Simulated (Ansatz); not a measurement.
# Be (bcc type): how the settings move a single-point run

How sensitive is a single-point run of Be (bcc type) to its settings? A reference run comes first, then one run with altered input.

Program: Ansatz 0.2.0. Level of theory: reference: DFT, PBEsol, all-electron LAPW, scalar-relativistic. These are calculated values, not measurements.

1 further run of the same task is left out (it didn't finish). Runs told in other sessions of the task aren't counted.

## 1. The starting structure

The structure is cubic, space group Im-3m (No. 229). Conventional cell: a = 2.192 Å, b = 2.192 Å, c = 2.192 Å, α = 90.00°, β = 90.00°, γ = 90.00°. Be (site symmetry m-3m) is surrounded by 8 Be at 1.90 Å.

Coordinates:

```cif
data_structure
_symmetry_space_group_name_H-M 'Im-3m'
_symmetry_Int_Tables_number 229
_cell_length_a 2.1925
_cell_length_b 2.1925
_cell_length_c 2.1925
_cell_angle_alpha 90.000
_cell_angle_beta 90.000
_cell_angle_gamma 90.000
_cell_volume 10.54
loop_
_atom_site_label
_atom_site_type_symbol
_atom_site_symmetry_multiplicity
_atom_site_Wyckoff_symbol
_atom_site_fract_x
_atom_site_fract_y
_atom_site_fract_z
_atom_site_occupancy
Be1 Be 2 a 0.00000 0.00000 0.00000 1
```

## 2. Reference

input.yaml

```yaml
crystal:
  lattice:
    - [-1.0962431734, 1.0962431734, 1.0962431734]
    - [1.0962431734, -1.0962431734, 1.0962431734]
    - [1.0962431734, 1.0962431734, -1.0962431734]
  atoms:
    - { symbol: Be, position: [0.0, 0.0, 0.0] }
kpoints:
  mp_grid: { grid: [23, 23, 23] }
scf:
  occupations: { method: fermi_dirac, width: 0.1 }
hamiltonian:
  xc: pbesol
  pseudopotentials: { kind: all_electron, lapw: { basis_error: 0.001 } }
output:
  forces: true
  stress: true
  eigenvalues: true
  populations: true
```

The run is started by

```sh
$ ansatz run input.yaml --threads 1 --pin off --max-ram 2048MiB --backend cpu --events-out ev --progress --plain --runs-dir out
```

## 3. Changing settings: occupations.method cold

input.yaml, as its differences from that of step 2:

```diff
@@ -10,3 +10,3 @@
 scf:
-  occupations: { method: fermi_dirac, width: 0.1 }
+  occupations: { method: cold, width: 0.1 }
 hamiltonian:
```

Before running it: what results should come out? Wanted: for each run, ending; energy change; pressure; gap; force.

**Answer**, as computed:

| run | ending | energy change | pressure (GPa) | gap (eV) | force (eV/Å) | cycles | time |
| --- | --- | --- | --- | --- | --- | --- | --- |
| reference | converged | 0 | 90.6 | 0.00 | 0.00 | 4 | 2.1 s |
| 1: occupations.method cold | converged | +0.1 meV/atom (σ→0) | 90.6 | 0.00 | 0.00 | 4 | 2.1 s |

Residual by cycle in the longest SCF loop of each run; runs are numbered as in the table. The quantity is the density residual dr2, in eV.

| cycle | reference | run 1 |
| --- | --- | --- |
| 1 | 1.7e-4 | 1.8e-4 |
| 2 | 3.0e-5 | 3.1e-5 |
| 3 | 3.2e-8 | 3.3e-8 |
| 4 | 5.6e-10 | 5.8e-10 |

Changing the smearing hardly moves the energy: +0.1 meV/atom. The structure is not at rest: the sound run finds 91 GPa, so these are no properties of the relaxed crystal. 
